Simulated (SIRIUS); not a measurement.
A run of SIRIUS 7.12.0 is set up as follows.

Contents of sirius.json:

```json
{
  "control": {
    "processing_unit": "cpu",
    "verbosity": 2,
    "num_bands_to_print": 14,
    "print_forces": true,
    "print_stress": true
  },
  "parameters": {
    "electronic_structure_method": "pseudopotential",
    "xc_functionals": ["XC_GGA_X_PBE_SOL", "XC_GGA_C_PBE_SOL"],
    "gk_cutoff": 8.8,
    "pw_cutoff": 17.6,
    "ngridk": [10, 10, 10],
    "shiftk": [0, 0, 0],
    "smearing": "fermi_dirac",
    "smearing_width": 0.0018374661,
    "num_bands": 14,
    "num_mag_dims": 0,
    "num_dft_iter": 100,
    "energy_tol": 1e-08,
    "density_tol": 1e-06
  },
  "iterative_solver": {
    "type": "davidson",
    "min_tolerance": 1e-10
  },
  "mixer": {
    "type": "anderson",
    "beta": 0.7,
    "max_history": 8
  },
  "settings": {
    "tol_ne": 1e-10,
    "pseudo_grid_cutoff": 6.5
  },
  "unit_cell": {
    "lattice_vectors": [
      [0.0, 4.365267347886, 4.365267347886],
      [4.365267347886, 0.0, 4.365267347886],
      [4.365267347886, 4.365267347886, 0.0]
    ],
    "atom_coordinate_units": "lattice",
    "atom_types": ["Hf", "B"],
    "atom_files": {
      "Hf": "Hf.json",
      "B": "B.json"
    },
    "atoms": {
      "Hf": [
        [0.5, 0.5, 0.5]
      ],
      "B": [
        [0.0, 0.0, 0.0]
      ]
    }
  }
}
```

Potentials or basis: PseudoDojo 0.4.1 PBEsol standard (scalar relativistic).

The run is started by

```bash
$ upf_to_json Hf.upf
$ upf_to_json B.upf
$ OMP_NUM_THREADS=1 sirius.scf --input=sirius.json --output=out.json --task=0
```

Predict the pressure.

24.6 GPa.

Predict the band gap on the k mesh.

none (metal or under the smearing width).

Caveat: so large a pressure means that the cell lies far from this level's equilibrium, or that cutoff or potentials fall short. The run has no spin-orbit coupling, so splittings on Hf are missing.
